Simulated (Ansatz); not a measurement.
CH4ClGe, SMILES [CH3][GeH][Cl]: an atomisation energy, run with the Ansatz DFT code, driven from Python.

`run_tae.py`
```python
# -*- coding: utf-8 -*-
'''Atomisation energy of CH4ClGe at the given geometry.'''

from collections import Counter

import ansatz as az


def single_point(molecule, charge=0, unpaired=0):
    calc = (
        molecule.calculation()
        .basis(gaussian='def2-TZVP')
        .functional('pbe0', dispersion='d4')
    )
    if charge:
        calc = calc.charge(charge)
    if unpaired:
        calc = calc.spin('collinear', total=unpaired)
    report = calc.run(threads=1).report
    if report['published_state_doubts']:
        print('  doubts:', report['published_state_doubts'])
    return report['free_energy_ev']


def main():
    geometry_ang = [
        ('C', (-0.6889, 0.3917, -0.2439)),
        ('Ge', (0.6906, -0.8767, -0.1396)),
        ('Cl', (0.9921, -1.3907, 1.9233)),
        ('H', (-0.3795, 1.3558, 0.3107)),
        ('H', (-1.6649, 0.0002, 0.1536)),
        ('H', (-0.9074, 0.7204, -1.32)),
        ('H', (2.0191, -0.2687, -0.7298)),
    ]
    mol = az.Crystal.molecule()
    for symbol, xyz in geometry_ang:
        mol = mol.atom(symbol, xyz)

    # unpaired electrons of the ground-state atoms
    unpaired = {'C': 2, 'Ge': 2, 'Cl': 1, 'H': 1}
    counts = Counter(site.symbol for site in mol.cartesian_sites)
    atom_energy = {s: single_point(az.Crystal.molecule().atom(s, (0, 0, 0)), 0, unpaired[s]) for s in counts}
    whole = single_point(mol, 0, 1)
    for s, e in atom_energy.items():
        print(f'{s:2s} x{counts[s]}  {e:14.5f} eV')
    print(f'CH4ClGe: {whole:.5f} eV')
    split = sum(counts[s] * e for s, e in atom_energy.items()) - whole
    print(f'atomisation energy (no zero-point term): {23.060548 * split:.1f} kcal/mol, {split / sum(counts.values()):.3f} eV an atom')


if __name__ == '__main__':
    main()
```

What does it cost to take this molecule apart into atoms?

517.5 kcal/mol from the electronic energies, without the zero-point term.

What the script printed:

```console
$ python run_tae.py
C  x1     -1028.73662 eV
Ge x1    -56508.66571 eV
Cl x1    -12517.16662 eV
H  x4       -13.63389 eV
CH4ClGe: -70131.54558 eV
atomisation energy (no zero-point term): 517.5 kcal/mol, 3.206 eV an atom
```

Reading the output:
- The settings weren't tested for convergence.
- The geometry is a force-field or estimated start, not a minimum of this method, and the basis set is short of its limit. All parts are taken at fixed geometry, without zero-point energy.
- The species is open-shell (spin multiplicity 2).
- Finished in 9.5 s on 1 thread of Arm Neoverse V1, on a shared host, peak memory 0.44 GiB.
